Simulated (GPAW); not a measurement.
Runs of GPAW 26.7.0 on As2S. It takes space group I4_1/amd (No. 141, tetragonal). The conventional cell has a = 7.013 Å, b = 7.013 Å, c = 4.972 Å, α = 90.00°, β = 90.00°, γ = 90.00°. As (site symmetry 2/m) is surrounded by 2 S at 2.56 Å and 4 As at 2.77 Å. S (site symmetry -4m2) has 4 As at 2.56 Å as nearest neighbours. The cell comes from a database or a generator and needn't be the stable form of this composition.

| task | level | potentials or basis | cell | k mesh | band path | band points | optimizer | fmax | max steps | gap on the mesh (eV) | pressure (GPa) | relaxed volume (Å³/atom) |
| --- | --- | --- | --- | --- | --- | --- | --- | --- | --- | --- | --- | --- |
| band structure | PBEsol | PAW data sets generated in the run's folder for this functional, pw | as given | 5 × 5 × 5 | GXMGZPNZ1M,XP | 60 | - | - | - | - | -3.1 | - |
| band structure | PBE | GPAW PAW data sets (gpaw-data 1.2.1), pw | as given | 5 × 5 × 5 | GXMGZPNZ1M,XP | 60 | - | - | - | - | (b) | - |
| relaxation of cell and atoms | PBEsol+D3(BJ) | PAW data sets generated in the run's folder for this functional, pw | relaxed | 5 × 5 × 5 | - | - | BFGS | 0.02 eV/Å | 60 | none | -0.1 | 18.95 |
| band structure | LDA | the program's PAW data sets (release 1.2.1) made for this functional, pw | as given | 5 × 5 × 5 | GXMGZPNZ1M,XP | 60 | - | - | - | - | (a) | - |
| single point | PBEsol | PAW data sets generated in the run's folder for this functional, pw | as given | 7 × 7 × 7 | - | - | - | - | - | none | -3.1 | - |
| relaxation of cell and atoms | PBEsol+D3(BJ)+ATM | PAW data sets generated in the run's folder for this functional, pw | relaxed | 5 × 5 × 5 | - | - | BFGS | 0.02 eV/Å | 60 | none | 0.0 | 19.02 |
| relaxation of cell and atoms | PBEsol | PAW data sets generated in the run's folder for this functional, pw | relaxed | 5 × 5 × 5 | - | - | BFGS | 0.02 eV/Å | 60 | 0.07 | -0.2 | 19.61 |

Alike in all rows: no spin polarisation; cutoff (eV) 600; smearing fermi-dirac 0.05 eV.

Task: Fill in the values left out.

Result: (a) -4.6; (b) 0.4.

Caveats: later steps reuse the first step's grids (some runs); pairwise dispersion overbinds metals, which lowers pressure and volume (some runs); an odd mesh through Γ misses points on the zone boundary, where band edges often lie (some runs).

A k mesh can miss the band edges, and the runs leave out spin-orbit coupling on As.

A gap of «none» marks a metal or a gap under the smearing width.

Not every run made on this cell is shown here.
